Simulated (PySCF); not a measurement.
# Ce(BH4)4: other functionals and bases at one geometry

How far do other levels of theory move the description of Ce(BH4)4, and what does each cost? The structure is generated, not taken from experiment.

The runs use PySCF 2.14.0; several levels, as the steps say, no spin–orbit coupling.

2 further runs of the same task are left out: 1 for a known fault of the program, 1 that didn't finish.

## Step 1: Where the work starts

21 atoms, charge 0, spin multiplicity 1.

Bond lengths: Ce1–B2 2.488 Å, Ce1–H4 2.292 Å, Ce1–H5 2.299 Å, Ce1–H6 2.298 Å, Ce1–B7 2.488 Å, Ce1–H9 2.292 Å, Ce1–H10 2.299 Å, Ce1–H11 2.298 Å, Ce1–B12 2.490 Å, Ce1–H14 2.300 Å, Ce1–H15 2.293 Å, Ce1–H16 2.303 Å, Ce1–B17 2.489 Å, Ce1–H19 2.300 Å, Ce1–H20 2.293 Å, Ce1–H21 2.303 Å, B2–H3 1.201 Å, B2–H4 1.256 Å and more. Angles: B2–Ce1–H4 30.1°, B2–Ce1–H5 30.1°, B2–Ce1–H6 30.1°, B2–Ce1–B7 109.2°, B2–Ce1–H9 87.6°, B2–Ce1–H10 138.2°, B2–Ce1–H11 98.7°, B2–Ce1–B12 109.5°, B2–Ce1–H14 87.8°, B2–Ce1–H15 138.4°, B2–Ce1–H16 99.0°, B2–Ce1–B17 109.5°, B2–Ce1–H19 98.9°, B2–Ce1–H20 87.9°, B2–Ce1–H21 138.4°, H4–Ce1–H5 51.5°, H4–Ce1–H6 51.5°, H4–Ce1–B7 87.6° and more.

Coordinates:

| atom | x (Å) | y (Å) | z (Å) |
| --- | --- | --- | --- |
| Ce1 | 0.0000 | 0.0000 | -0.0556 |
| B2 | 1.4900 | 1.3759 | 1.3849 |
| H3 | 2.2102 | 2.0361 | 2.0840 |
| H4 | 1.4166 | 0.1726 | 1.7379 |
| H5 | 1.8502 | 1.3434 | 0.1824 |
| H6 | 0.3024 | 1.7839 | 1.3615 |
| B7 | -1.4900 | -1.3759 | 1.3849 |
| H8 | -2.2102 | -2.0361 | 2.0840 |
| H9 | -1.4166 | -0.1726 | 1.7379 |
| H10 | -1.8502 | -1.3434 | 0.1824 |
| H11 | -0.3024 | -1.7839 | 1.3615 |
| B12 | 1.3809 | -1.4956 | -1.4888 |
| H13 | 2.0422 | -2.2234 | -2.1791 |
| H14 | 1.7421 | -1.4834 | -0.2862 |
| H15 | 0.1634 | -1.8035 | -1.4628 |
| H16 | 1.4091 | -0.2942 | -1.8536 |
| B17 | -1.3809 | 1.4956 | -1.4888 |
| H18 | -2.0421 | 2.2234 | -2.1791 |
| H19 | -1.7421 | 1.4834 | -0.2863 |
| H20 | -0.1633 | 1.8035 | -1.4628 |
| H21 | -1.4090 | 0.2942 | -1.8536 |

Formal oxidation states: Ce +4. The 4f shell is empty and lies in the core potential. An earlier session relaxed this geometry at B3LYP, Ce lcecp-2-SVP with ECP46, B def2-SVP, H def2-SVP (singlet, point group T).

At B3LYP on the finer grid: E = -147.567985 Eh, frontier levels not given, since the 4f levels lie in the core, Mulliken charge on Ce1 +0.73 e, largest force component 0.017 eV/Å. The large-core potential holds the 4f shell empty.

Levels to run: r2SCAN; BLYP; BP86; revPBE. Hardware: 4 threads of Arm Neoverse V2, shared host.

## Step 2: r2SCAN

run.py (the lines that set the calculation)

```python
mol = gto.M(atom='''
Ce     0.00000     0.00001    -0.05557
B      1.49002     1.37588     1.38491
H      2.21025     2.03609     2.08404
H      1.41663     0.17257     1.73789
H      1.85019     1.34343     0.18237
H      0.30235     1.78387     1.36150
B     -1.49001    -1.37586     1.38491
H     -2.21023    -2.03607     2.08405
H     -1.41662    -0.17255     1.73789
H     -1.85019    -1.34341     0.18237
H     -0.30235    -1.78386     1.36150
B      1.38090    -1.49556    -1.48876
H      2.04218    -2.22336    -2.17910
H      1.74211    -1.48342    -0.28624
H      0.16336    -1.80354    -1.46282
H      1.40906    -0.29415    -1.85360
B     -1.38087     1.49559    -1.48876
H     -2.04214     2.22340    -2.17911
H     -1.74208     1.48345    -0.28625
H     -0.16332     1.80355    -1.46282
H     -1.40904     0.29419    -1.85360''',
    basis={'Ce': 'lcecp-2-SVP', 'B': 'def2-SVP', 'H': 'def2-SVP'},
    ecp={'Ce': 'lcecp-2-SVP'},
    charge=0, spin=0)
mf = dft.RKS(mol, xc='R2SCAN')
mf.grids.atom_grid = (75, 302)  # f atoms: unpruned, at least (60, 302)
mf = mf.density_fit()  # fitting sets: Ce AutoAux, B def2-universal-JKFIT, H def2-universal-JKFIT
mf.conv_tol = 1e-08; mf.max_cycle = 55
mf.kernel(dm0)  # dm0: the density of the relaxed state
```

Launch:

```
$ OMP_NUM_THREADS=4 python run.py
```

## Step 3: BLYP

run.py (the lines that set the calculation), as its differences from that of step 2:

```diff
@@ -25,3 +25,3 @@
     charge=0, spin=0)
-mf = dft.RKS(mol, xc='R2SCAN')
+mf = dft.RKS(mol, xc='BLYP')
 mf.grids.atom_grid = (75, 302)  # f atoms: unpruned, at least (60, 302)
```

## Step 4: BP86

run.py (the lines that set the calculation), as its differences from that of step 3:

```diff
@@ -25,3 +25,3 @@
     charge=0, spin=0)
-mf = dft.RKS(mol, xc='BLYP')
+mf = dft.RKS(mol, xc='B88,P86')
 mf.grids.atom_grid = (75, 302)  # f atoms: unpruned, at least (60, 302)
```

## Step 5: revPBE

run.py (the lines that set the calculation), as its differences from that of step 4:

```diff
@@ -25,3 +25,3 @@
     charge=0, spin=0)
-mf = dft.RKS(mol, xc='B88,P86')
+mf = dft.RKS(mol, xc='PBE_R,PBE')
 mf.grids.atom_grid = (75, 302)  # f atoms: unpruned, at least (60, 302)
```

**Question.** What will these runs give? Wanted: for each run, charge on Ce1; dipole; largest force component.

**Answer**, as computed:

| level | state | charge on Ce1 (e) | dipole (D) | largest force component (eV/Å) | basis functions | time |
| --- | --- | --- | --- | --- | --- | --- |
| B3LYP (relaxed here) | singlet | 0.73 | 0.00 | 0.02 | 166 | 11 s |
| r2SCAN | singlet | 0.84 | 0.00 | 0.08 | 166 | 21 s |
| BLYP | singlet | 0.47 | 0.00 | 0.10 | 166 | 12 s |
| BP86 | singlet | 0.52 | 0.00 | 0.17 | 166 | 13 s |
| revPBE | singlet | 0.56 | 0.00 | 0.17 | 166 | 13 s |

Times are on 4 threads of Arm Neoverse V2, shared host; the first row also made further properties.

The largest leftover force, 0.17 eV/Å with revPBE, stands at a geometry relaxed at another level. The Mulliken charge on Ce spans +0.47 to +0.84 e over the levels. With 4f in the core, its levels are missing from HOMO and gap, and its count is fixed, so no charge can pass from the ligands into it. Total energies of different levels can't be compared. Spin–orbit coupling is left out throughout.
